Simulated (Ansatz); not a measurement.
# CH3BrGe: the cost of one run

Computed with Ansatz 0.2.0 through its Python package. The levels of theory stand in the script.

## Step 1: The structure

Bond lengths: C1–Ge2 1.898 Å, Ge2–Br3 2.306 Å, C1–H4 1.165 Å, C1–H5 1.161 Å, C1–H6 1.092 Å. Angles: C1–Ge2–Br3 107.4°, Ge2–C1–H4 110.7°, Ge2–C1–H5 110.1°, Ge2–C1–H6 113.4°, H4–C1–H5 107.1°, H4–C1–H6 110.6°, H5–C1–H6 104.6°.

No structure file is read: the coordinates are typed or built in the script.

## Step 2: Script

The input, basis.py:

```python
# -*- coding: utf-8 -*-
"""How the energy of CH3BrGe converges with the basis."""

import ansatz as az

geometry = (
    az.Crystal.molecule()
    .atom("C", [-0.4216, 0.3776, -0.2863])
    .atom("Ge", [0.2265, -0.3962, 1.3214])
    .atom("Br", [1.97, -1.797, 0.7598])
    .atom("H", [0.4051, 1.021, -0.7953])
    .atom("H", [-1.3131, 1.0857, -0.0569])
    .atom("H", [-0.8248, -0.3551, -0.9889])
)

calculation = geometry.calculation().functional("HF").accuracy("medium")

energies = {}
for basis in ["cc-pVDZ", "cc-pVTZ"]:
    summary = calculation.basis(gaussian=basis).run().report
    size = summary["n_frozen"] + summary["n_occupied"][0] + summary["n_virtual"][0]
    energies[basis] = (summary["reference_energy_ev"] / 27.211386246, summary["free_energy_ev"] / 27.211386246)
    print(f"{basis:14s} {size:4d} orbitals  reference {energies[basis][0]:14.6f} Ha  total {energies[basis][1]:14.6f} Ha")

last = energies["cc-pVTZ"][1]
for basis, (_, total) in energies.items():
    print(f"{basis:14s} lies {27.211386 * (total - last):9.4f} eV above cc-pVTZ")
```

## Step 3: The calls as engine input

The engine receives this input (first run):

```yaml
crystal:
  periodic: [false, false, false]
  atoms:
    - { symbol: C, position_ang: [-0.4216, 0.3776, -0.2863] }
    - { symbol: Ge, position_ang: [0.2265, -0.3962, 1.3214] }
    - { symbol: Br, position_ang: [1.97, -1.797, 0.7598] }
    - { symbol: H, position_ang: [0.4051, 1.021, -0.7953] }
    - { symbol: H, position_ang: [-1.3131, 1.0857, -0.0569] }
    - { symbol: H, position_ang: [-0.8248, -0.3551, -0.9889] }
accuracy: medium
basis:
  gaussian:
    orbitals: cc-pVDZ
hamiltonian:
  xc: hf
```

## Step 4: The run

Run with:

```sh
$ python basis.py
```

What time and memory should one allow on 1 thread of Arm Neoverse V2, shared host?

About 4.8 s, with a peak of 0.38 GiB.
